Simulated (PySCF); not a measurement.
# S3Yb2 (Yb2(S)1(S)2): the cost of one run

Method: several levels, as the steps say, no spin–orbit coupling; program: PySCF 2.14.0.

4 further runs of the same task are left out: 2 for a known fault of the program, 2 that didn't finish.

## Step 1: Starting geometry

5 atoms, charge 0, spin multiplicity 1.

Bond lengths: Yb1–S3 2.537 Å, Yb1–S4 2.305 Å, Yb2–S3 2.537 Å, Yb2–S5 2.305 Å. Angles: S3–Yb1–S4 123.8°, S3–Yb2–S5 123.8°, Yb1–S3–Yb2 130.2°.

As a file:

| atom | x (Å) | y (Å) | z (Å) |
| --- | --- | --- | --- |
| Yb1 | 0.5359 | -0.2682 | 2.3011 |
| Yb2 | 0.5359 | -0.2682 | -2.3011 |
| S3 | 1.4919 | -0.7467 | 0.0000 |
| S4 | -1.5002 | 0.7508 | 2.6580 |
| S5 | -1.5002 | 0.7508 | -2.6580 |

Formal oxidation states: Yb +3. Each metal's 13 4f electrons lie in its core potential, so multiplicities, spins and levels count the valence alone. An earlier session relaxed this geometry at B3LYP, Yb lcecp-1-SVP with ECP59, S def2-SVP (singlet, point group C2v).

At B3LYP on the finer grid: E = -1273.260023 Eh, HOMO -5.49 eV, LUMO -3.09 eV, Mulliken charge on Yb1 +0.60 e, largest force component 0.019 eV/Å. 

Levels to run: r2SCAN; BP86; CAM-B3LYP; PBE; B3LYP, TZVP. Hardware: 2 threads of Arm Neoverse V2, shared host.

## Step 2: r2SCAN

Contents of run.py (the lines that set the calculation):

```python
mol = gto.M(atom='''
Yb     0.53590    -0.26820     2.30107
Yb     0.53590    -0.26820    -2.30107
S      1.49194    -0.74666     0.00000
S     -1.50019     0.75079     2.65803
S     -1.50019     0.75079    -2.65803''',
    basis={'Yb': 'lcecp-1-SVP', 'S': 'def2-SVP'},
    ecp={'Yb': 'lcecp-1-SVP'},
    charge=0, spin=0)
mf = dft.RKS(mol, xc='R2SCAN')
mf.grids.atom_grid = (75, 302)  # f atoms: unpruned, at least (60, 302)
mf = mf.density_fit()  # fitting sets: Yb AutoAux, S def2-universal-JKFIT
mf.conv_tol = 1e-08; mf.max_cycle = 55
mf.kernel(dm0)  # dm0: the density of the relaxed state
```

Started as:

```
OMP_NUM_THREADS=2 python run.py
```

**Question.** How long does this run take on 2 threads of Arm Neoverse V2, shared host?

About 9.1 s.
